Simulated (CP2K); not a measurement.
# GaSi2H5O (SMILES [O]1[SiH2][SiH2][GaH]1), run twice

Aim: energy and gradient of GaSi2H5O at GFN2-xTB.

The results are computed with CP2K 2026.2.

4 further runs of the same task are left out: 1 that didn't finish, 3 set aside as unsound or not needed.

## (1) The molecule

The species is GaSi2H5O (9 atoms), meant as a singlet with charge 0. SMILES: `[O]1[SiH2][SiH2][GaH]1`. Geometry: a GFN2-xTB relaxation, a rough one for these elements and not checked as a minimum.

Bond lengths: O1–Si2 1.588 Å, Si2–Si3 2.379 Å, O1–Ga4 1.976 Å, Si3–Ga4 2.472 Å, Si2–H5 1.463 Å, Si2–H6 1.464 Å, Si3–H7 1.483 Å, Si3–H8 1.483 Å, Ga4–H9 1.673 Å. Some angles: O1–Si2–Si3 94.0°, Si2–O1–Ga4 109.6°, Si2–Si3–Ga4 74.0°, O1–Ga4–Si3 82.3°, O1–Si2–H5 112.3°, O1–Si2–H6 112.6°, Si3–Si2–H5 111.4°, Si3–Si2–H6 111.5°, Si2–Si3–H7 127.4°, Si2–Si3–H8 127.1°.

## (2) Try one

molecule.xyz

```xyz
9

O     -0.995230     1.223890    -0.123520
Si     0.467440     1.104740    -0.729220
Si     0.826930    -1.083160     0.133940
Ga    -1.443450    -0.429970     0.860110
H      0.465590     1.107110    -2.192040
H      1.397870     2.072250    -0.145410
H      1.580820    -1.458210     1.355030
H      0.691610    -2.366510    -0.597430
H     -2.991590    -0.170140     1.438560
```

molecule.inp

```
&GLOBAL
   PROJECT molecule
   RUN_TYPE ENERGY_FORCE
   PRINT_LEVEL MEDIUM
&END GLOBAL
&FORCE_EVAL
   METHOD QS
   &DFT
      CHARGE 1
      # Quickstep
      &QS
         METHOD XTB
         EPS_DEFAULT 1.0E-10
         &XTB
            GFN_TYPE TBLITE
            &TBLITE
               METHOD GFN2
            &END TBLITE
            CHECK_ATOMIC_CHARGES F
         &END XTB
      &END QS
      &POISSON
         PERIODIC NONE
         POISSON_SOLVER ANALYTIC
      &END POISSON
      &SCF
         SCF_GUESS ATOMIC
         EPS_SCF 1.0E-06
         MAX_SCF 150
         ADDED_MOS 4
         &DIAGONALIZATION
            ALGORITHM STANDARD
         &END DIAGONALIZATION
         &MIXING
            METHOD DIRECT_P_MIXING
            ALPHA 0.4
         &END MIXING
      &END SCF
      &PRINT
         &MOMENTS
            PERIODIC F
            REFERENCE COM
            MAX_MOMENT 1
         &END MOMENTS
         &MO ON
            ENERGIES T
            OCCUPATION_NUMBERS T
            NDIGITS 6
            &EACH
               QS_SCF 0
            &END EACH
            ADD_LAST NUMERIC
         &END MO
         &HIRSHFELD OFF
         &END HIRSHFELD
      &END PRINT
   &END DFT
   # atoms, cell and kinds
   &SUBSYS
      # vacuum box
      &CELL
         ABC 14.6 14.4 13.6
         PERIODIC NONE
      &END CELL
      &TOPOLOGY
         COORD_FILE_NAME molecule.xyz
         COORD_FILE_FORMAT XYZ
         &CENTER_COORDINATES
         &END CENTER_COORDINATES
      &END TOPOLOGY
   &END SUBSYS
   # extra output
   &PRINT
      &FORCES ON
      &END FORCES
   &END PRINT
&END FORCE_EVAL
```

Started as:

```
$ OMP_NUM_THREADS=1 cp2k.psmp -i molecule.inp -o molecule.out
```

Standard output:

```text
CP2K| version string:                                       CP2K version 2026.2
[...]
 GLOBAL| Method name                                                        CP2K
[...]
 GLOBAL| Run type                                                   ENERGY_FORCE
[...]
                             - Atoms:                                          9
[...]
                             - Spherical basis functions:                     36
[...]
 Number of electrons:                                                         21
[...]
  *** SCF run converged in    26 steps ***
[...]
  Fermi energy:                                                -0.54581000691539
[...]
 TB_DIPOLE| Moment [Debye]          4.62861224      -3.31216849      -0.54187497
 TB_DIPOLE| Derivative [a.u.]       0.00000000       0.00000000       0.00000000
[...]
 ENERGY| Total FORCE_EVAL ( QS ) energy [hartree]            -10.873913381745375
 FORCES| Atomic forces [hartree/bohr]
 FORCES|   Atom     x               y               z               |f|
 FORCES|      1 -1.10315807E-03 -7.96057586E-03  4.39045073E-03   9.15771714E-03
 FORCES|      2 -8.14558413E-03  2.86598706E-02 -9.62090950E-03   3.13097528E-02
 FORCES|      3  1.62383836E-02 -2.34742518E-02  3.66081333E-03   2.87771985E-02
 FORCES|      4 -1.61099039E-02  1.38308943E-02  7.85875142E-04   2.12471231E-02
 FORCES|      5  9.12070316E-04 -5.02778217E-03  1.83348780E-04   5.11312845E-03
 FORCES|      6  1.74311605E-03 -4.10785984E-03  2.60688582E-03   5.16805763E-03
 FORCES|      7  1.78227517E-03  7.64828993E-05  1.94642548E-04   1.79450275E-03
 FORCES|      8  1.14268109E-03 -6.10683920E-04 -1.27089990E-03   1.81489434E-03
 FORCES|      9  3.54011984E-03 -1.38609417E-03 -9.30206949E-04   3.91394820E-03
 FORCES| Sum     7.54604712E-17 -1.09938100E-16 -6.67868538E-17
 FORCES| Total atomic force                                       1.49134679E-16
[...]
```

Run time: 0.51 s. Hardware: 1 thread of Arm Neoverse N1, shared host; peak memory 0.14 GiB.

## (3) Diagnosis

It ran to the end. The result can't be trusted all the same.

The fault: the electron count doesn't fit the spin or reference typed: an even count needs an odd multiplicity, an odd count an even one. To mend it: charge 0 in place of 1. That is the species meant; for the charge typed, the multiplicity would have to change.

## (4) Try two

molecule.xyz is that of step 2.

run.inp

```
&GLOBAL
    PROJECT run
    RUN_TYPE ENERGY_FORCE
    PRINT_LEVEL MEDIUM
&END GLOBAL
&FORCE_EVAL
    METHOD QUICKSTEP
    &DFT
        &QS
            METHOD XTB
            EPS_DEFAULT 1.0E-10
            &XTB
                GFN_TYPE TBLITE
                &TBLITE
                    METHOD GFN2
                &END TBLITE
                CHECK_ATOMIC_CHARGES F
            &END XTB
        &END QS
        &POISSON
            PERIODIC NONE
            POISSON_SOLVER ANALYTIC
        &END POISSON
        &SCF
            SCF_GUESS ATOMIC
            EPS_SCF 1.0E-06
            MAX_SCF 150
            ADDED_MOS 4
            &DIAGONALIZATION
                ALGORITHM STANDARD
            &END DIAGONALIZATION
            &MIXING
                METHOD DIRECT_P_MIXING
                ALPHA 0.4
            &END MIXING
        &END SCF
        &PRINT
            &MOMENTS
                PERIODIC F
                REFERENCE COM
                MAX_MOMENT 1
            &END MOMENTS
            &MO ON
                ENERGIES T
                OCCUPATION_NUMBERS T
                NDIGITS 6
                &EACH
                    QS_SCF 0
                &END EACH
                ADD_LAST NUMERIC
            &END MO
            &HIRSHFELD OFF
            &END HIRSHFELD
        &END PRINT
    &END DFT
    &SUBSYS
        &CELL
            ABC 14.6 14.4 13.6
            PERIODIC NONE
        &END CELL
        &TOPOLOGY
            COORD_FILE_NAME molecule.xyz
            COORD_FILE_FORMAT XYZ
            &CENTER_COORDINATES
            &END CENTER_COORDINATES
        &END TOPOLOGY
    &END SUBSYS
    &PRINT
        &FORCES ON
        &END FORCES
    &END PRINT
&END FORCE_EVAL
```

Started as:

```
$ OMP_NUM_THREADS=1 cp2k.psmp -i run.inp > run.out 2>&1
```

Standard output:

```text
CP2K| version string:                                       CP2K version 2026.2
[...]
 GLOBAL| Method name                                                        CP2K
[...]
 GLOBAL| Run type                                                   ENERGY_FORCE
[...]
                             - Atoms:                                          9
[...]
                             - Spherical basis functions:                     36
[...]
 Number of electrons:                                                         22
[...]
  *** SCF run converged in    23 steps ***
[...]
  Fermi energy:                                                -0.28356173666146
[...]
 TB_DIPOLE| Moment [Debye]          4.46162865      -2.66541142      -0.76486325
 TB_DIPOLE| Derivative [a.u.]       0.00000000       0.00000000       0.00000000
[...]
 ENERGY| Total FORCE_EVAL ( QS ) energy [hartree]            -11.321799267611059
 FORCES| Atomic forces [hartree/bohr]
 FORCES|   Atom     x               y               z               |f|
 FORCES|      1  1.74081231E-04  3.10290068E-05  5.96492246E-05   1.86614855E-04
 FORCES|      2 -1.88817113E-04 -3.49278579E-05  2.11885615E-04   2.85949946E-04
 FORCES|      3  1.30862944E-04 -1.68995040E-04  5.12049277E-05   2.19787120E-04
 FORCES|      4 -1.44513874E-06 -1.41697289E-05 -3.06389974E-05   3.37878352E-05
 FORCES|      5  9.37709802E-05  4.41850566E-05 -2.25151739E-04   2.47868153E-04
 FORCES|      6 -9.39107696E-05 -9.37081758E-05 -3.60056535E-05   1.37465857E-04
 FORCES|      7 -1.17241607E-04  5.97467582E-05 -1.63263498E-04   2.09690819E-04
 FORCES|      8  2.78490193E-05  1.61097461E-04  1.11794285E-04   1.98055351E-04
 FORCES|      9 -2.51495459E-05  1.57425203E-05  2.05258350E-05   3.60781999E-05
 FORCES| Sum    -7.18758278E-17 -4.40355489E-17 -7.95533344E-18
 FORCES| Total atomic force                                       8.46672990E-17
[...]
```

Run time: 0.48 s. Hardware: 1 thread of Arm Neoverse N1, shared host; peak memory 0.14 GiB.

## (5) Summary of results

Level: GFN2-xTB.

```
                                 quantity         value
                             total energy  -11.32180 Eh
dipole moment (from atomic charges alone)        5.25 D
                              HOMO energy      -9.60 eV
                              LUMO energy      -6.82 eV
                            HOMO–LUMO gap       2.78 eV
                 largest force on an atom    0.015 eV/Å
```

In words: The dipole comes from point charges on the atoms alone, without atomic dipoles, so it is partial.
